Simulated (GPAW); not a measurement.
The system is GaGe3.

```
Ge Ga
1.0
     4.27847    0.00000    0.00000
     0.00000    4.27847    0.00000
     0.00000    0.00000    4.27847
Ge Ga
3 1
Direct
  0.50000 0.50000 0.00000
  0.50000 0.00000 0.50000
  0.00000 0.50000 0.50000
  0.00000 0.00000 0.00000
```

The cell comes from a database or a generator and needn't be the stable form of this composition.

Program: GPAW 26.7.0. Alike in all runs: task band structure; no spin polarisation; cell as given; k mesh 6 × 6 × 6; cutoff (eV) 600; smearing fermi-dirac 0.05 eV.

Question: Order these runs on this cell by their pressure, lowest first.
A. level r2SCAN; potentials or basis GPAW PAW data sets (gpaw-data 1.2.1), pw
B. level PBE; potentials or basis GPAW PAW data sets (gpaw-data 1.2.1), pw
C. level LDA; potentials or basis the program's PAW data sets (release 1.2.1) made for this functional, pw

Answer: C (-5.1 GPa), A (-2.9 GPa), B (-0.4 GPa).

Caveats: the PAW data sets were made with another functional, which shifts forces and pressure a little (some runs).
